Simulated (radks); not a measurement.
**Nuclear size and the levels of Eu⁺**

The task here is to estimate one member of a computed series from the others.

The numbers are computed with radks (a radial shooting solver on a logarithmic mesh, Libxc functionals) version 1 (Dirac Kohn-Sham, BLYP, spin-unpolarised, spherical densities, finite nucleus; open shells are shared between the two j in proportion to 2j + 1), except any that are marked as measured or tabulated.

### What is computed

```
element            : europium (Z = 63)
charge             : +1
electrons          : 62
configuration      : [Xe] 4f7 6s1
nuclear rms radius : 5.1115 fm
```

The outer shells:

Eu⁺
```
[Xe] core
4f [↑ ][↑ ][↑ ][↑ ][↑ ][↑ ][↑ ]
6s [↑ ]
```

The first run:

The run's settings:

```text
Z 63
configuration [Xe] 4f7 6s1 5d0 6p0
relativity Dirac
functional b88,lyp
spin unpolarised
j_filling average
nucleus finite rms 5.1115 fm
c 137.035999084
```

Steps of the session up to this table: rms radius 5.1115 fm.

One table of the session follows, with a row left open; its other results are not shown here.

It belongs to the step «rms radius 5.1115 fm». Sizes of the orbitals, from the radial functions (bohr):

```
level     <r>  outermost maximum (interpolated)  90 % within  nodes
5p3/2   1.661                              1.43         2.45      3
4f5/2  0.9593                             0.589         1.69      0
6s1/2   3.841                              3.36         5.58      5
4f7/2  0.9790                             0.595         1.73      0
5d3/2   2.797                              2.07         4.47      2
5d5/2   2.869                              2.13         4.58      2
6p1/2       ?                                 ?            ?      ?
6p3/2   5.012                              4.39         7.30      4
```

Q: Estimate the row for 6p1/2 from the others.

**Answer.** <r>: 4.770; outermost maximum (interpolated): 4.15; 90 % within: 6.97; nodes: 4. In the column «<r>» it lies between 6s1/2 (3.841) and 6p3/2 (5.012).
